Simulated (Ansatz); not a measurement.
**BClF₂: up Jacob's ladder to CCSD(T)**

An exercise on one series of results from a longer session: the logs are not shown, and one member is left open.

Program: Ansatz 0.2.0, Gaussian basis. Level of theory: functionals in def2-TZVPP, the program's frozen cores in correlated methods. These are calculated values, not measurements.

The runs, in order: LDA (SPW92), PBE-D4, revPBE-D4, BLYP-D4, r2SCAN-D4, B97M-V, PBE0-D4, B3LYP-D4, r2SCANh-D4, r2SCAN0-D4, HSE06-D4, BHLYP-D4, CAM-B3LYP-D4, LC-ωPBE, ωB97X-V, ωB97M-V, B2PLYP, PBE-QIDH; CCSD(T)/def2-SVP; CCSD(T)/def2-TZVPP; MP2/def2-QZVPP; extrapolation to the limit; RPA on PBE.

## The relaxed structure

An earlier PBE0-D4 in a triple-zeta def2 set relaxation fixed the geometry.

SMILES `FB(F)Cl`, 4 atoms, charge 0, spin multiplicity 1.

Atoms are counted from 1 here; the program's logs count them from 0.

Bond lengths: F1–B2 1.310 Å, B2–F3 1.310 Å, B2–Cl4 1.740 Å. Angles: F1–B2–F3 119.0°, F1–B2–Cl4 120.5°, F3–B2–Cl4 120.5°.

As a file:

```mol
BClF2
  3D, bonds by distance, orders not assigned

  4  3  0  0  0  0  0  0  0  0999 V2000
   -0.1737   -1.2543   -0.5463 F   0  0
   -0.0671   -0.0413   -0.0620 B   0  0
   -1.0116    0.8301   -0.3177 F   0  0
    1.3079    0.4053    0.9057 Cl  0  0
  1  2  8  0
  2  3  8  0
  2  4  8  0
M  END
```

Set-up of the first run:

Contents of in.yaml:

```yaml
crystal:
  periodic: [false, false, false]
  atoms:
    - {symbol: F, position_ang: [-0.173739, -1.254302, -0.546251]}
    - {symbol: B, position_ang: [-0.067061, -0.041341, -0.062036]}
    - {symbol: F, position_ang: [-1.011647, 0.830149, -0.317738]}
    - {symbol: Cl, position_ang: [1.307946, 0.405294, 0.905724]}
basis:
  gaussian: {orbitals: def2-TZVPP}
hamiltonian: {xc: lda}
output: {orbitals: {seedname: orbitals}}
```

Among the steps run: LDA; PBE-D4 (GGA); revPBE-D4 (GGA); BLYP-D4 (GGA); r2SCAN-D4 (meta-GGA); B97M-V (meta-GGA); PBE0-D4 (hybrid); B3LYP-D4 (hybrid); r2SCANh-D4 (hybrid); r2SCAN0-D4 (hybrid); HSE06-D4 (hybrid); BHLYP-D4 (hybrid); CAM-B3LYP-D4 (range-separated); LC-ωPBE-D4 (range-separated; the results give it without D4); ωB97X-V (range-separated); ωB97M-V (range-separated); B2PLYP (double hybrid); PBE-QIDH (double hybrid).

One table of the session follows, with a row left open; its other results are not shown here.

It belongs to the step «Orbital energies across the functionals». 

| functional | HOMO (eV) | gap (eV) |
| --- | --- | --- |
| LDA (SPW92) | -8.53 | 6.91 |
| PBE-D4 | -8.36 | 7.09 |
| revPBE-D4 | -8.29 | 7.17 |
| BLYP-D4 | -8.20 | 7.06 |
| r2SCAN-D4 | -8.75 | 7.93 |
| B97M-V | -8.85 | 8.12 |
| PBE0-D4 | -9.91 | 9.71 |
| B3LYP-D4 | -9.61 | 9.13 |
| r2SCANh-D4 | ? | ? |
| r2SCAN0-D4 | -10.17 | 10.25 |
| HSE06-D4 | -9.50 | 8.91 |
| BHLYP-D4 | -11.29 | 12.19 |
| CAM-B3LYP-D4 | -11.34 | 12.27 |
| LC-ωPBE | -12.80 | 15.04 |
| ωB97X-V | -12.39 | 14.56 |
| ωB97M-V | -12.22 | 14.14 |

Q: Estimate the row for r2SCANh-D4 from the others.

Worked estimate for «HOMO (eV)». Against the share of exact exchange, r2SCAN-D4 (0, -8.75), r2SCAN0-D4 (0.25, -10.17) give a slope of -5.68 per unit share; at 0.1 the line stands at -9.32.

The run gave: HOMO (eV): -9.32; gap (eV): 8.86. In «HOMO (eV)» the line misses by 0.00.
